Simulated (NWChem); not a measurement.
# S2 (sulfur dimer): UCAM-B3LYP/cc-pVTZ

Aim: the electronic atomisation energy of S2 (sulfur dimer) at UCAM-B3LYP/cc-pVTZ, from 2 runs. 

The calculation is run with NWChem 7.3.0.

3 further runs of the same task are left out: 3 set aside as unsound or not needed.

### 1 Starting point

S2 has 2 atoms, charge 0, and is taken as a triplet. SMILES: `S=S`. The bond length is the measured one.

Bond lengths: S1–S2 1.889 Å.

### 2 A single-point energy at UCAM-B3LYP/cc-pVTZ

Contents of s2.nw:

```
start s2
memory 2200 mb
geometry noautosym nocenter noautoz
   S        0.000000       0.000000       0.000000
   S        0.000000       0.000000       1.889200
end
basis spherical bse
   * library cc-pVTZ
end
dft
   xc xcamb88 1.00 lyp 0.81 vwn_5 0.19 hfexch 1.00
   cam 0.33 cam_alpha 0.19 cam_beta 0.46
   mult 3
   grid fine
   convergence energy 1e-08
   direct
   maxiter 100
   mulliken
   print low
end
task dft energy
```

On the command line:

```bash
nwchem s2.nw > s2.out
```

Standard output:

```text
[...]
 d= 0,ls=0.0,diis     1   -796.3936166483 -8.68D+02  3.38D-03  1.11D-01     4.4
[...]
 d= 0,ls=0.0,diis     8   -796.4221807034 -2.08D-09  1.71D-07  9.02D-11    30.6
[...]
         Total DFT energy =     -796.422180703354
      One electron energy =    -1242.118652279418
           Coulomb energy =      425.328763643431
    Exchange-Corr. energy =      -51.339562734275
 Nuclear repulsion energy =       71.707270666908
[...]
      Total Density - Mulliken Population Analysis
     ---------------------------------------------
    Atom       Charge   Shell Charges
 -----------   ------   -------------------------------------------------------
    1 S   16    16.00   2.00  1.85  0.25  1.15  0.65  5.79  0.88  2.23  1.06  0.03  0.09  0.01
    2 S   16    16.00   2.00  1.85  0.25  1.15  0.65  5.79  0.88  2.23  1.06  0.03  0.09  0.01
[...]
      <S2> =      2.0124 (Exact =     2.0000)
[...]
```

Run time: 32 s. Hardware: 1 thread of AMD EPYC 7R13 (Zen 3), shared host; peak memory 0.11 GiB.

### 3 The S atom at the same level

Contents of s.nw:

```
start s
title "sulfur dimer"
memory 2200 mb
geometry units angstrom noautosym nocenter noautoz
S        0.000000       0.000000       0.000000
end
basis spherical bse
* library cc-pVTZ
end
dft
xc xcamb88 1.00 lyp 0.81 vwn_5 0.19 hfexch 1.00
cam 0.33 cam_alpha 0.19 cam_beta 0.46
mult 3
grid fine
convergence energy 1e-08
direct
maxiter 100
mulliken
print low
end
task dft energy
```

Run the same way, it converges to -398.13311 Eh (log not shown).

### 4 What came out

Level: UCAM-B3LYP/cc-pVTZ.

```
                     quantity          value
       molecule: total energy  -796.42218 Eh
               molecule: ⟨S²⟩          2.012
         S atom: total energy  -398.13311 Eh
                 S atom: ⟨S²⟩          2.004
electronic atomisation energy       4.244 eV
```

Taking the molecule apart into free atoms costs 4.24 eV (409 kJ/mol), before zero-point energy and without spin-orbit coupling.
